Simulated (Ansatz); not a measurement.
# Mn2CoSiN4 (element-swapped structure): how the settings move a single-point run

Aim: see which settings change the result for Mn2CoSiN4 (element-swapped structure), by how much, and at what cost.

Computed with Ansatz 0.2.0 (reference: DFT r2SCAN, plane waves, PAW, scalar-relativistic, no spin polarisation, unless a step's input says otherwise).

## 1. The structure to begin with

The structure is tetragonal, space group I-42m (No. 121). Conventional cell: a = 4.602 Å, b = 4.602 Å, c = 9.019 Å, α = 90.00°, β = 90.00°, γ = 90.00°. Co (site symmetry -42m) is surrounded by 4 N at 2.08 Å. Si (site symmetry -42m) is surrounded by 4 N at 1.87 Å. Around Mn (site symmetry -4) lie 4 N at 1.99 Å. Around N (site symmetry m) lie 1 Si at 1.87 Å and 2 Mn at 1.99 Å and 1 Co at 2.08 Å.

As a file:

```
Co Si Mn N
1.0
     0.00000    4.60239    0.00000
     4.60239    0.00000    0.00000
     2.30120    2.30120   -4.50937
Co Si Mn N
1 1 2 4
Direct
  0.00000 0.00000 0.00000
  0.50000 0.50000 0.00000
  0.75000 0.25000 0.50000
  0.25000 0.75000 0.50000
  0.39310 0.39310 0.75340
  0.60690 0.14650 0.24660
  0.85350 0.85350 0.75340
  0.14650 0.60690 0.24660
```

## 2. Baseline

input.yaml reads:

```yaml
crystal:
  lattice:
    - [0.0, 4.60239472, 0.0]
    - [4.60239472, 0.0, 0.0]
    - [2.30119736, 2.30119736, -4.50937479]
  atoms:
    - { symbol: Co, position: [0.0, 0.0, 0.0] }
    - { symbol: Si, position: [0.5, 0.5, 0.0] }
    - { symbol: Mn, position: [0.75, 0.25, 0.5] }
    - { symbol: Mn, position: [0.25, 0.75, 0.5] }
    - { symbol: "N", position: [0.3931, 0.3931, 0.7534] }
    - { symbol: "N", position: [0.6069, 0.1465, 0.2466] }
    - { symbol: "N", position: [0.8535, 0.8535, 0.7534] }
    - { symbol: "N", position: [0.1465, 0.6069, 0.2466] }
  symmetry: { tolerance: 0.0003 }
kpoints:
  mp_grid: { grid: [5, 5, 5], shift: [0, 0, 0] }
magnetization:
  spin_polarized: false
scf:
  occupations: { method: tetrahedron }
hamiltonian:
  pseudopotentials: { kind: paw }
  xc: r2scan
basis:
  ecutwfc: 500
output:
  forces: true
  stress: true
  eigenvalues: true
```

The run is started by

```sh
$ ansatz run input.yaml --threads 1 --pin off --max-ram 2560MiB --backend cpu --events-out ev --progress --plain --runs-dir out
```

What it wrote, shortened:

```text
Warning: output.forces, output.stress, relax.cell or npt_langevin: where a Kohn–Sham band that disperses or a degenerate level is filled in part under the method tetrahedron, the forces or the stress that this run publishes need not agree with its energy (scf.occupations.method in the [...]
Warning: RAYON_NUM_THREADS=1 ignored (pool sized by the plan → 1); use --threads N
[...]
Pseudopotentials: kind: paw
Pseudopotential: Co, paw, valence charge 17, recommended cutoff 500 eV (meta_gga), Co.paw.azcp
Pseudopotential: Si, paw, valence charge 4, recommended cutoff 500 eV (meta_gga), Si.paw.azcp
Pseudopotential: Mn, paw, valence charge 15, recommended cutoff 500 eV (meta_gga), Mn.paw.azcp
Pseudopotential: N, paw, valence charge 5, recommended cutoff 500 eV (meta_gga), N.paw.azcp
Functional definition: r2SCAN
[...]
Crystal: 8 atoms, lattice volume = 95.518 Å³
Basis set: ecut = 500 eV, 2421 PW (Γ), exchange–correlation on 144×144×180 points (64 copies of the dense FFT grid, shifted against one another)
Bands: 44, of which v1, the nominal top of the filled ones, is band 36 counted from 1 (35 counted from 0)
Symmetry: 8 space group operations
Space group: I-42m (ITA 121), of the structure as read, at distance tolerance 1.4e-3 Å
k-points: 18 of 125 (time reversal used)
[...]
SCF iter   1: F=—  HF=-15117.132986 eV  |F-HF|=—  |Δ(HF+E_count)|=         —  Δρ=3.55e-2  dr2=1.12e0  dr2_τ=3.62e-1  ethr=1.77e-3  ⟨swp⟩=5.9  Hψ=3088  notcnv=0
[...]
SCF iter  14: F=-15117.364700 eV  HF=-15117.364700 eV  |F-HF|=2.48e-8  |Δ(HF+E_count)|=   3.45e-7  Δρ=5.94e-6  dr2=2.88e-8  dr2_τ=1.77e-9  ethr=1.41e-10  ⟨swp⟩=6.4  Hψ=3337  notcnv=0
[...]
SCF converged after 14 iterations
Stability not checked: this state was not tested for a lower state beside it, because cold or Methfessel-Paxton smearing, or corrected tetrahedra, fill the levels in a way that the test cannot read (fill_not_monotonic; see scf.lower_state_search)
Free energy (F): -15117.364700 eV
[...]
E sigma→0 (E₀):  -15117.364700 eV
Entropy (-TS):   -0.002601 eV (-0.325 meV/atom)
Fermi energy:    10.201526 eV
[...]
--- Forces (eV/Å), atoms counted from 1 ---
  atom   1  Co     0.00000000     0.00000000     0.00000000
  atom   2  Si     0.00000000     0.00000000     0.00000000
  atom   3  Mn     0.00000000     0.00000000     0.00000000
  atom   4  Mn     0.00000000    -0.00000000     0.00000000
  atom   5  N      0.13182537     0.13182537     0.02945478
  atom   6  N      0.13182537    -0.13182537    -0.02945478
  atom   7  N     -0.13182537    -0.13182537     0.02945478
  atom   8  N     -0.13182537     0.13182537    -0.02945478
[...]
--- Stress (GPa, compression-positive) ---
      -38.346871       0.000000      -0.000000
        0.000000     -38.346871      -0.000000
        0.000000      -0.000000     -36.528643
  P = ⅓ Tr σ = -37.7408 GPa (-377.408 kbar)
--- Band table (eV; the first three rows and the last of 18) ---
[...]
```

It took 18 s on 1 thread of Intel Xeon Platinum 8488C (Sapphire Rapids), shared host; peak memory 0.65 GiB.

## 3. Changed: mixing.algorithm anderson, mixing.beta 0.1

Edit input.yaml of step 2 so:

```diff
@@ -21,2 +21,3 @@
   occupations: { method: tetrahedron }
+  mixing: { algorithm: anderson, beta: 0.1 }
 hamiltonian:
```

The run is started by

```sh
$ ansatz run input.yaml --threads 1 --pin off --max-ram 2560MiB --backend cpu --events-out ev --progress --plain --runs-dir out
```

What it wrote, shortened:

```text
Warning: output.forces, output.stress, relax.cell or npt_langevin: where a Kohn–Sham band that disperses or a degenerate level is filled in part under the method tetrahedron, the forces or the stress that this run publishes need not agree with its energy (scf.occupations.method in the [...]
Warning: RAYON_NUM_THREADS=1 ignored (pool sized by the plan → 1); use --threads N
[...]
[... 6 set-up lines as earlier in the session ...]
[...]
Crystal: 8 atoms, lattice volume = 95.518 Å³
Basis set: ecut = 500 eV, 2421 PW (Γ), exchange–correlation on 144×144×180 points (64 copies of the dense FFT grid, shifted against one another)
[...]
SCF converged after 18 iterations
Stability not checked: this state was not tested for a lower state beside it, because cold or Methfessel-Paxton smearing, or corrected tetrahedra, fill the levels in a way that the test cannot read (fill_not_monotonic; see scf.lower_state_search)
Free energy (F): -15117.364699 eV
[...]
E sigma→0 (E₀):  -15117.364699 eV
Entropy (-TS):   -0.002601 eV (-0.325 meV/atom)
Fermi energy:    10.201569 eV
[...]
--- Forces (eV/Å), atoms counted from 1 ---
  atom   1  Co     0.00000000     0.00000000     0.00000000
  atom   2  Si     0.00000000     0.00000000     0.00000000
  atom   3  Mn     0.00000000     0.00000000     0.00000000
  atom   4  Mn     0.00000000    -0.00000000     0.00000000
  atom   5  N      0.13184162     0.13184162     0.02941917
  atom   6  N      0.13184162    -0.13184162    -0.02941917
  atom   7  N     -0.13184162    -0.13184162     0.02941917
  atom   8  N     -0.13184162     0.13184162    -0.02941917
[...]
--- Stress (GPa, compression-positive) ---
      -38.347619       0.000000      -0.000000
        0.000000     -38.347619      -0.000000
        0.000000      -0.000000     -36.529301
  P = ⅓ Tr σ = -37.7415 GPa (-377.415 kbar)
--- Band table (eV; the first three rows and the last of 18) ---
[...]
```

It took 24 s on 1 thread of Intel Xeon Platinum 8488C (Sapphire Rapids), shared host; peak memory 0.65 GiB.

The changed mixing doesn't alter the result here (within 0.5 meV/atom). Cost: 18 SCF cycles against 14.

## 4. Changed: mp_grid.grid [3, 3, 3]

Edit input.yaml of step 2 so:

```diff
@@ -16,3 +16,3 @@
 kpoints:
-  mp_grid: { grid: [5, 5, 5], shift: [0, 0, 0] }
+  mp_grid: { grid: [3, 3, 3], shift: [0, 0, 0] }
 magnetization:
```

The run is started by

```sh
$ ansatz run input.yaml --threads 1 --pin off --max-ram 2560MiB --backend cpu --events-out ev --progress --plain --runs-dir out
```

What it wrote, shortened:

```text
Warning: output.forces, output.stress, relax.cell or npt_langevin: where a Kohn–Sham band that disperses or a degenerate level is filled in part under the method tetrahedron, the forces or the stress that this run publishes need not agree with its energy (scf.occupations.method in the [...]
Warning: RAYON_NUM_THREADS=1 ignored (pool sized by the plan → 1); use --threads N
band count auto-derived: 46 (N_el = 71.0; filled up to band 36; 44 by the electrons, moments and atoms)
[...]
[... 6 set-up lines as earlier in the session ...]
[...]
Crystal: 8 atoms, lattice volume = 95.518 Å³
[...]
SCF converged after 14 iterations
Stability not checked: this state was not tested for a lower state beside it, because cold or Methfessel-Paxton smearing, or corrected tetrahedra, fill the levels in a way that the test cannot read (fill_not_monotonic; see scf.lower_state_search)
Free energy (F): -15117.423512 eV
[...]
E sigma→0 (E₀):  -15117.423512 eV
Entropy (-TS):   0.000062 eV (0.008 meV/atom)
Fermi energy:    10.200754 eV
[...]
--- Forces (eV/Å), atoms counted from 1 ---
  atom   1  Co     0.00000000     0.00000000     0.00000000
  atom   2  Si     0.00000000     0.00000000     0.00000000
  atom   3  Mn    -0.00000000     0.00000000     0.00000000
  atom   4  Mn     0.00000000    -0.00000000     0.00000000
  atom   5  N      0.12560428     0.12560428     0.13682066
  atom   6  N      0.12560428    -0.12560428    -0.13682066
  atom   7  N     -0.12560428    -0.12560428     0.13682066
  atom   8  N     -0.12560428     0.12560428    -0.13682066
[...]
--- Stress (GPa, compression-positive) ---
      -38.020256       0.000000       0.000000
        0.000000     -38.020256       0.000000
        0.000000       0.000000     -37.344863
  P = ⅓ Tr σ = -37.7951 GPa (-377.951 kbar)
--- Band table (eV; the first three rows and the last of 6) ---
[...]
```

Run time: 9.5 s. Hardware: 1 thread of Intel Xeon Platinum 8488C (Sapphire Rapids), shared host; peak memory 0.63 GiB.

Changing the k-point mesh moves the energy by -7.4 meV/atom, and the largest force goes from 0.19 to 0.22 eV/Å. The energy is not variational in the mesh, so the sign tells nothing. Cost: 9.5 s against 18 s. The variant is not converged in its settings.

## 5. Changed: mp_grid.shift [0.5, 0.5, 0.5]

Edit input.yaml of step 2 so:

```diff
@@ -16,3 +16,3 @@
 kpoints:
-  mp_grid: { grid: [5, 5, 5], shift: [0, 0, 0] }
+  mp_grid: { grid: [5, 5, 5], shift: [0.5, 0.5, 0.5] }
 magnetization:
```

The run is started by

```sh
$ ansatz run input.yaml --threads 1 --pin off --max-ram 2560MiB --backend cpu --events-out ev --progress --plain --runs-dir out
```

What it wrote, shortened:

```text
Warning: output.forces, output.stress, relax.cell or npt_langevin: where a Kohn–Sham band that disperses or a degenerate level is filled in part under the method tetrahedron, the forces or the stress that this run publishes need not agree with its energy (scf.occupations.method in the [...]
Warning: crystal.symmetry: narrowed to the stabiliser of the k-point mesh — unitary ops 8 → 4; excluded 4 operations that carry a point of the 5×5×5 mesh (shift [0.5, 0.5, 0.5]) off the mesh (the run samples exactly the mesh kpoints.mp_grid names, as under crystal.symmetry.detect: false, [...]
Warning: RAYON_NUM_THREADS=1 ignored (pool sized by the plan → 1); use --threads N
[...]
[... 6 set-up lines as earlier in the session ...]
[...]
Crystal: 8 atoms, lattice volume = 95.518 Å³
[...]
SCF iter  15: F=-15117.369688 eV  HF=-15117.369688 eV  |F-HF|=5.66e-8  |Δ(HF+E_count)|=   1.59e-7  Δρ=8.32e-6  dr2=6.36e-8  dr2_τ=8.33e-10  ethr=1.41e-10  ⟨swp⟩=7.0  Hψ=4302  notcnv=0
[...]
SCF converged after 15 iterations
Stability not checked: this state was not tested for a lower state beside it, because cold or Methfessel-Paxton smearing, or corrected tetrahedra, fill the levels in a way that the test cannot read (fill_not_monotonic; see scf.lower_state_search)
Free energy (F): -15117.369688 eV
[...]
E sigma→0 (E₀):  -15117.369688 eV
Entropy (-TS):   -0.001904 eV (-0.238 meV/atom)
Fermi energy:    10.189350 eV
[...]
--- Forces (eV/Å), atoms counted from 1 ---
  atom   1  Co     0.00000000    -0.00000000     0.00086381
  atom   2  Si    -0.00000000    -0.00000000    -0.00675896
  atom   3  Mn     0.00000000    -0.00000000    -0.01281266
  atom   4  Mn     0.00000000    -0.00000000    -0.01281266
  atom   5  N      0.13058997     0.13058997     0.11103937
  atom   6  N      0.13326720    -0.13326720    -0.09528420
  atom   7  N     -0.13058997    -0.13058997     0.11103937
  atom   8  N     -0.13326720     0.13326720    -0.09528420
[...]
--- Stress (GPa, compression-positive) ---
      -38.120215      -0.014122      -0.000000
       -0.014122     -38.120215      -0.000000
       -0.000000      -0.000000     -37.077109
  P = ⅓ Tr σ = -37.7725 GPa (-377.725 kbar)
--- Band table (eV; the first three rows and the last of 27) ---
[...]
```

Wall time 27 s (1 thread of Intel Xeon Platinum 8488C (Sapphire Rapids), shared host); peak memory 0.69 GiB.

Changing the k-point mesh moves the energy by -0.6 meV/atom, and the largest force goes from 0.19 to 0.22 eV/Å. Sampling errors of the energy have no fixed sign. Cost: 15 SCF cycles against 14, 27 s against 18 s.

## 6. Changing settings: mp_grid.grid [2, 2, 2], preconditioner none, xc lda

Edit input.yaml of step 2 so:

```diff
@@ -16,3 +16,3 @@
 kpoints:
-  mp_grid: { grid: [5, 5, 5], shift: [0, 0, 0] }
+  mp_grid: { grid: [2, 2, 2], shift: [0, 0, 0] }
 magnetization:
@@ -21,5 +21,6 @@
   occupations: { method: tetrahedron }
+  mixing: { preconditioner: none }
 hamiltonian:
   pseudopotentials: { kind: paw }
-  xc: r2scan
+  xc: lda
 basis:
```

The run is started by

```sh
$ ansatz run input.yaml --threads 1 --pin off --max-ram 2560MiB --backend cpu --events-out ev --progress --plain --runs-dir out
```

What it wrote, shortened:

```text
Warning: output.forces, output.stress, relax.cell or npt_langevin: where a Kohn–Sham band that disperses or a degenerate level is filled in part under the method tetrahedron, the forces or the stress that this run publishes need not agree with its energy (scf.occupations.method in the [...]
Warning: RAYON_NUM_THREADS=1 ignored (pool sized by the plan → 1); use --threads N
band count auto-derived: 48 (N_el = 71.0; filled up to band 36; 44 by the electrons, moments and atoms)
[...]
[... 1 set-up line as earlier in the session ...]
Pseudopotential: Co, paw, valence charge 17, recommended cutoff 420 eV (normal), Co.paw.azcp
Pseudopotential: Si, paw, valence charge 4, recommended cutoff 420 eV (normal), Si.paw.azcp
Pseudopotential: Mn, paw, valence charge 15, recommended cutoff 420 eV (normal), Mn.paw.azcp
Pseudopotential: N, paw, valence charge 5, recommended cutoff 420 eV (normal), N.paw.azcp
Functional definition: SPW92
[...]
Crystal: 8 atoms, lattice volume = 95.518 Å³
Basis set: ecut = 500 eV, 2421 PW (Γ)
[...]
SCF converged after 14 iterations
Stability not checked: this state was not tested for a lower state beside it, because cold or Methfessel-Paxton smearing, or corrected tetrahedra, fill the levels in a way that the test cannot read (fill_not_monotonic; see scf.lower_state_search)
Free energy (F): -14849.596385 eV
[...]
E sigma→0 (E₀):  -14849.596385 eV
Entropy (-TS):   -0.004211 eV (-0.526 meV/atom)
Fermi energy:    10.006059 eV
[...]
--- Forces (eV/Å), atoms counted from 1 ---
  atom   1  Co     0.00000000     0.00000000     0.00000000
  atom   2  Si     0.00000000     0.00000000     0.00000000
  atom   3  Mn     0.00000000    -0.00000000     0.00000000
  atom   4  Mn    -0.00000000    -0.00000000     0.00000000
  atom   5  N     -0.06616821    -0.06616821     0.55116832
  atom   6  N     -0.06616821     0.06616821    -0.55116832
  atom   7  N      0.06616821     0.06616821     0.55116832
  atom   8  N      0.06616821    -0.06616821    -0.55116832
[...]
--- Stress (GPa, compression-positive) ---
      -44.991116       0.000000       0.000000
        0.000000     -44.991116       0.000000
        0.000000       0.000000     -42.977648
  P = ⅓ Tr σ = -44.3200 GPa (-443.200 kbar)
--- Band table (eV) ---
[...]
```

Wall time 2.1 s (1 thread of Intel Xeon Platinum 8488C (Sapphire Rapids), shared host); peak memory 0.42 GiB.

A change of functional puts the total energy on another scale; the pressure goes from -37.7 to -44.3 GPa and the largest force goes from 0.19 to 0.56 eV/Å. The k-point mesh changed too. Cost: 2.1 s against 18 s.

## 7. Comparison

```
                                                   run     ending   energy change  pressure (GPa)  gap (eV)  force (eV/Å)  cycles   time
                                             reference  converged               0           -37.7      0.00          0.19      14   18 s
         1: mixing.algorithm anderson, mixing.beta 0.1  converged    0.0 meV/atom           -37.7      0.00          0.19      18   24 s
                             2: mp_grid.grid [3, 3, 3]  converged   -7.4 meV/atom           -37.8      0.00          0.22      14  9.5 s
                      3: mp_grid.shift [0.5, 0.5, 0.5]  converged   -0.6 meV/atom           -37.8      0.00          0.22      15   27 s
4: mp_grid.grid [2, 2, 2], preconditioner none, xc lda  converged  not comparable           -44.3      0.00          0.56      14  2.1 s
```

Residual by cycle in the longest SCF loop of each run; runs are numbered as in the table. The quantity is the density residual dr2, in eV.

```
cycle  reference    run 1    run 2    run 3    run 4
    1       1.12     1.12    0.764     1.01    0.761
    3      0.422   0.0691    0.394    0.407    0.902
    4     0.0527   0.0499   0.0452   0.0524     0.33
    6     0.0288  0.00647   0.0369   0.0376  0.00474
    7    0.00418  0.00133  0.00347  0.00535   0.0888
    9    0.00152   1.8e-4  0.00164  0.00167   0.0195
   10     1.7e-4   1.3e-4   1.1e-4   9.7e-6   5.9e-4
   12     1.1e-6   1.6e-5   4.5e-6   7.1e-7   5.5e-6
   13     5.1e-7   4.3e-6   1.6e-6   1.3e-6   7.2e-7
   15          -   1.2e-6        -   6.4e-8        -
   16          -   5.1e-7        -        -        -
   18          -   3.8e-8        -        -        -
```

**Reading.** Of the converged runs whose energies compare with the reference's, «mp_grid.grid [3, 3, 3]» moves the energy most (-7.4 meV/atom) and «mixing.algorithm anderson, mixing.beta 0.1» least (0.0 meV/atom). Of the variants the dearest is «mp_grid.shift [0.5, 0.5, 0.5]» (27 s), the cheapest «mp_grid.grid [2, 2, 2], preconditioner none, xc lda» (2.1 s), on a shared host. The structure is not at rest: the sound run finds -38 GPa, so these are no properties of the relaxed crystal. The reference has no spin polarisation; with Co and Mn present, a magnetic state may lie lower.

The reference has limits of its own: the structure is made up and not relaxed.
